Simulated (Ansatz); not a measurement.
Working through a single point in a Gaussian basis of C3H5BS, SMILES C#CBSC

Program: the Python package of Ansatz (0.2.0).

At the Python prompt:
```pycon
>>> from pathlib import Path
>>> import ansatz as az
>>> import numpy as np
>>> params = {
...     "basis": "cc-pVDZ",
...     "functional": "hf",
... }
>>> geometry = (
...     az.Crystal.molecule()
...     .atom("C", (-0.8371, -2.4147, 1.0909))
...     .atom("C", (-0.0658, -1.5909, 0.6744))
...     .atom("B", (0.9517, -0.5904, 0.1469))
...     .atom("S", (0.8049, 0.2811, -1.5012))
...     .atom("C", (-0.1551, 1.679, -0.7947))
...     .atom("H", (-1.609, -3.0404, 1.4322))
...     .atom("H", (1.9745, -0.3604, 0.8083))
...     .atom("H", (-1.0464, 1.3595, -0.2796))
...     .atom("H", (0.4963, 2.2354, -0.0082))
...     .atom("H", (-0.4309, 2.3907, -1.5659))
... )
>>> job = (
...     geometry.calculation()
...     .basis(gaussian=params["basis"])
...     .functional(params["functional"])
...     .forces()
...     .orbitals()
... )
>>> result = job.run(threads=1, pin="off", runs_dir="out")
>>> rep = result.report
>>> rep["free_energy_ev"]
-14658.117695293247
>>> print(f"E = {rep['free_energy_ev']:.6f} eV = {rep['free_energy_ev'] / 27.211386246:.7f} Ha")
E = -14658.117695 eV = -538.6758897 Ha
>>> print("converged:", rep["converged"], " doubts:", rep["published_state_doubts"] or "none")
converged: True  doubts: none
>>> symbols = [site.symbol for site in geometry.cartesian_sites]
>>> print("forces (eV/A)")
forces (eV/A)
>>> for symbol, f in zip(symbols, rep["forces_ev_ang"]):
...     print(f"  {symbol:2s} {f[0]:9.4f} {f[1]:9.4f} {f[2]:9.4f}")
...
  C     0.2247    0.8767   -0.2410
  C    -0.1385   -0.2261   -0.0026
  B     1.4533    0.1105    0.2708
  S    -0.4409    0.0557    0.0888
  C     1.5562    1.3320    1.8209
  H    -0.3042   -0.6207    0.2268
  H    -0.9356   -0.1964   -0.3697
  H    -0.4140   -0.3340   -0.0023
  H    -1.1359   -0.8881   -1.5272
  H     0.1349   -0.1096   -0.2645
>>> charges = rep["charge_distribution"]
>>> dipole = np.array(charges["dipole_moment_e_ang"]) * 4.803205
>>> print("dipole (D): {:.3f} {:.3f} {:.3f}, length {:.3f}".format(*dipole, np.linalg.norm(dipole)))
dipole (D): -1.524 0.155 1.459, length 2.115
>>> print("atom  Mulliken   Lowdin")
atom  Mulliken   Lowdin
>>> for symbol, m, l in zip(symbols, charges["mulliken_charges_e"], charges["lowdin_charges_e"]):
...     print(f"{symbol:4s} {m:9.3f} {l:8.3f}")
...
C       -0.160    0.037
C        0.009   -0.020
B        0.245   -0.328
S       -0.167    0.368
C       -0.188   -0.091
H        0.057    0.026
H       -0.026   -0.012
H        0.074   -0.006
H        0.075    0.025
H        0.081    0.001
>>> lines = Path(rep["orbitals_path"]).read_text().splitlines()
>>> field_of = lambda key: [line.split("=")[1].strip() for line in lines if line.startswith(key)]
>>> orbitals = [(27.211386 * float(e), s, float(n)) for e, s, n in zip(field_of("Ene="), field_of("Spin="), field_of("Occup="))]
>>> homo = max(e for e, _, n in orbitals if n > 0.5)
>>> lumo = min(e for e, _, n in orbitals if n < 0.5)
>>> print(f"HOMO {homo:.3f} eV, LUMO {lumo:.3f} eV, gap {lumo - homo:.3f} eV")
HOMO -9.249 eV, LUMO 1.208 eV, gap 10.458 eV
```

Notes:
- Total energies depend on the basis set; only differences at equal settings carry meaning.
- The geometry is a force-field or estimated start, not a minimum of this method, and the basis set is short of its limit.
- The Löwdin charges here are taken after orthogonalising the functions within each atom; they differ from plain Löwdin charges, and their signs can be unphysical.
- Levels such as HOMO and LUMO are orbital energies: in Hartree-Fock the gap is too wide and the LUMO hangs on the basis.
- The whole script took 2.3 s on 1 thread of Arm Neoverse V1, on a shared host, peak memory 0.23 GiB.
